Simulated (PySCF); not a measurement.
# DyF3(NH3): other functionals and bases at one geometry

The task here is to estimate one member of a computed series from the others.

Method: several levels, as the steps say, no spin–orbit coupling; program: PySCF 2.14.0.

1 further run of the same task is left out (for a known fault of the program).

## The starting structure

8 atoms, charge 0, spin multiplicity 1.

Bond lengths: Dy1–F2 2.032 Å, Dy1–F3 2.032 Å, Dy1–F4 2.032 Å, Dy1–N5 2.500 Å, N5–H6 1.022 Å, N5–H7 1.022 Å, N5–H8 1.022 Å. Angles: F2–Dy1–F3 118.3°, F2–Dy1–F4 118.3°, F2–Dy1–N5 97.5°, F3–Dy1–F4 118.3°, F3–Dy1–N5 97.5°, F4–Dy1–N5 97.5°, Dy1–N5–H6 112.4°, Dy1–N5–H7 112.4°, Dy1–N5–H8 112.4°, H6–N5–H7 106.4°, H6–N5–H8 106.4°, H7–N5–H8 106.4°.

As a file:

| atom | x (Å) | y (Å) | z (Å) |
| --- | --- | --- | --- |
| Dy1 | 0.0997 | -0.0997 | 0.0997 |
| F2 | 1.0750 | 1.3931 | 1.0750 |
| F3 | -1.3931 | -1.0750 | 1.0750 |
| F4 | 1.0750 | -1.0750 | -1.3931 |
| N5 | -1.3440 | 1.3440 | -1.3440 |
| H6 | -1.9543 | 1.9543 | -0.7966 |
| H7 | -0.7966 | 1.9543 | -1.9543 |
| H8 | -1.9543 | 0.7966 | -1.9543 |

Formal oxidation states: Dy +3. Each metal's 9 4f electrons lie in its core potential, so multiplicities, spins and levels count the valence alone. An earlier session relaxed this geometry at PBE0, Dy lcecp-1-SVP with ECP55, F def2-SVP, N def2-SVP, H def2-SVP (singlet, point group C3v).

At PBE0 on the finer grid: E = -392.831238 Eh, HOMO -9.44 eV, LUMO -0.79 eV, Mulliken charge on Dy1 +1.16 e, largest force component 0.009 eV/Å. 

Levels to run: M06-L; B3LYP; PBE0, TZVP. Hardware: 2 threads of Arm Neoverse V2, shared host.

The first run:

run.py (the lines that set the calculation) reads:

```python
mol = gto.M(atom='''
Dy     0.09966    -0.09966     0.09966
F      1.07504     1.39308     1.07504
F     -1.39308    -1.07504     1.07504
F      1.07504    -1.07504    -1.39308
N     -1.34399     1.34399    -1.34399
H     -1.95432     1.95432    -0.79661
H     -0.79661     1.95432    -1.95432
H     -1.95432     0.79661    -1.95432''',
    basis={'Dy': 'lcecp-1-SVP', 'F': 'def2-SVP', 'N': 'def2-SVP', 'H': 'def2-SVP'},
    ecp={'Dy': 'lcecp-1-SVP'},
    charge=0, spin=0)
mf = dft.RKS(mol, xc='M06L')
mf.grids.atom_grid = (75, 302)  # f atoms: unpruned, at least (60, 302)
mf = mf.density_fit()  # fitting sets: Dy AutoAux, F def2-universal-JKFIT, N def2-universal-JKFIT, H def2-universal-JKFIT
mf.conv_tol = 1e-08; mf.max_cycle = 55
mf.kernel(dm0)  # dm0: the density of the relaxed state
```

Started as:

```
$ OMP_NUM_THREADS=2 python run.py
```

Among the steps run: M06-L; B3LYP; PBE0, TZVP.

One of the session's tables, all rows but one given; the rest of the session is left out.

| level | HOMO (eV) | gap (eV) | charge on Dy1 (e) | dipole (D) | largest force component (eV/Å) |
| --- | --- | --- | --- | --- | --- |
| PBE0 (relaxed here) | -9.44 | 8.65 | 1.16 | 5.90 | 0.01 |
| M06-L | -7.77 | 7.13 | 1.31 | 5.73 | 0.18 |
| B3LYP | -9.12 | 7.98 | 1.09 | 5.87 | 0.14 |
| PBE0, TZVP | ? | ? | ? | ? | ? |

**Question.** Estimate the row for PBE0, TZVP.

**Answer.** HOMO (eV): -9.63; gap (eV): 8.63; charge on Dy1 (e): 1.61; dipole (D): 5.87; largest force component (eV/Å): 0.23. In the column «HOMO (eV)» it is the lowest.

In one basis the HOMO–LUMO gap runs from 7.13 eV (M06-L) to 8.65 eV (PBE0). The largest leftover force, 0.23 eV/Å with PBE0, TZVP, stands at a geometry relaxed at another level. With 4f in the core, its levels are missing from HOMO and gap, and its count is fixed, so no charge can pass from the ligands into it. Total energies of different levels can't be compared.
